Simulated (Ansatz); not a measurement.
HfMoC2 under changes of volume

One of the cells (11.421 Å³/atom); the others are scaled copies at fixed shape and fractional positions:

```
Hf Mo C
1.0
     3.19142    0.00000    0.00000
     0.00000    3.19142    0.00000
     0.00000    0.00000    4.48516
Hf Mo C
1 1 2
Direct
  0.00000 0.00000 0.00000
  0.50000 0.50000 0.50000
  0.50000 0.50000 0.00000
  0.00000 0.00000 0.50000
```

The cell comes from a database or a generator and needn't be the stable form of this composition.

| Item | Value |
| --- | --- |
| Program | Ansatz 0.2.0 |
| Functional | r2SCAN |
| Potentials or basis | Ansatz PAW |
| Cutoff | 500 eV (not typed: the program's choice for these potentials) |
| k mesh | 8 × 8 × 6 |
| Occupations | fermi-dirac, width 0.05 eV |
| Spin | no spin polarisation |

```tsv
volume (Å³/atom)	energy over the lowest point (meV/atom)	pressure (GPa)
10.735	?	?
10.964	8.37	9.2
11.192	0.00	2.7
11.421	0.37	-3.1
11.649	8.63	-8.3
11.877	24.00	-13.1
12.106	45.79	-17.3
```

Problem. What does the run at 10.735 Å³/atom give?

Solution. Energy over the lowest point 26.44 meV/atom; pressure 16.3 GPa.

Worked out: A Birch-Murnaghan fit of order 3 (a polynomial in V^(-2/3)) to the other rows has its minimum at 11.29 Å³/atom with B0 = V·E''(V) = 290 GPa and B' = 4.3 at fixed shape and positions, which overstates the stiffness. It gives 26.60 meV/atom at 10.735 Å³/atom, against the run's 26.44, and -dE/dV = 16.4 GPa, against 16.3.

Energies are extrapolated to zero smearing.

Caveats: the PAW data sets come from PBE, with cores solved anew for the run's functional, which leaves a small shift of forces and pressure.
